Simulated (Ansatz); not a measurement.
CH₄BFN₂, SMILES FB1NCN1, a ladder of methods at one geometry

Program: the Python package of Ansatz (0.2.0).

At the Python prompt:
```pycon
>>> from pathlib import Path
>>> import ansatz
>>> import numpy as np
>>> GEOMETRY = '''
... F     2.04780   -0.14160    1.67800
... B     0.88600   -0.04950    0.74220
... N     0.59670    0.52980   -0.68730
... C    -0.63530    0.03610   -0.59080
... N    -0.57710   -0.55070    0.70350
... H     1.17840   -0.04550   -1.34270
... H    -0.89340   -0.75980   -1.34390
... H    -1.41400    0.87290   -0.62700
... H    -1.10060    0.06190    1.45090
... '''
>>> mol = ansatz.Crystal.molecule()
>>> for line in GEOMETRY.strip().splitlines():
...     symbol, *xyz = line.split()
...     mol = mol.atom(symbol, [float(v) for v in xyz])
...
>>> model = mol.calculation().basis(gaussian='def2-SVP')
>>> print('functional    E (Ha)        dipole (D)   HOMO (eV)  LUMO (eV)')
functional    E (Ha)        dipole (D)   HOMO (eV)  LUMO (eV)
>>> for name in ['b3lyp', 'pbe', 'blyp', 'pbe0', 'r2scan0', 'revpbe']:
...     report = model.functional(name).forces().orbitals().run(threads=1, pin='off', runs_dir='runs').report
...     lines = Path(report['orbitals_path']).read_text().splitlines()
...     field_of = lambda key: [line.split('=')[1].strip() for line in lines if line.startswith(key)]
...     orbitals = [(27.211386 * float(e), s, float(n)) for e, s, n in zip(field_of('Ene='), field_of('Spin='), field_of('Occup='))]
...     homo = max(e for e, _, n in orbitals if n > 0.5)
...     lumo = min(e for e, _, n in orbitals if n < 0.5)
...     dipole = 4.803205 * np.linalg.norm(report['charge_distribution']['dipole_moment_e_ang'])
...     print(f'{name:10s} {report["free_energy_ev"] / 27.211386246:14.6f} {dipole:9.3f} {homo:11.3f} {lumo:10.3f}')
...
b3lyp         -274.522413     1.692      -7.043     -0.197
pbe           -274.212880     1.702      -5.868     -0.908
blyp          -274.446465     1.638      -5.729     -0.772
pbe0          -274.222123     1.751      -7.301      0.026
r2scan0       -274.339389     1.764      -7.498      0.231
revpbe        -274.442703     1.666      -5.824     -0.827
```

What to keep in mind:
- The settings weren't tested for convergence.
- The geometry is a force-field or estimated start, not a minimum of this method, and the basis set is short of its limit. A lower total doesn't mark the better method: functionals have no common bound, and MP2 and coupled cluster aren't variational.
- b3lyp holds the VWN-RPA fit, as in Gaussian; the form of ORCA and Turbomole is b3lyp5.
- Levels such as HOMO and LUMO are orbital energies: with these approximate functionals they aren't the ionisation energy and electron affinity, and their gap isn't the fundamental gap.
- It ran for 9.8 s on 1 thread of Intel(R) Xeon(R) 6975P-C (Granite Rapids) (shared host), peak memory 0.26 GiB.
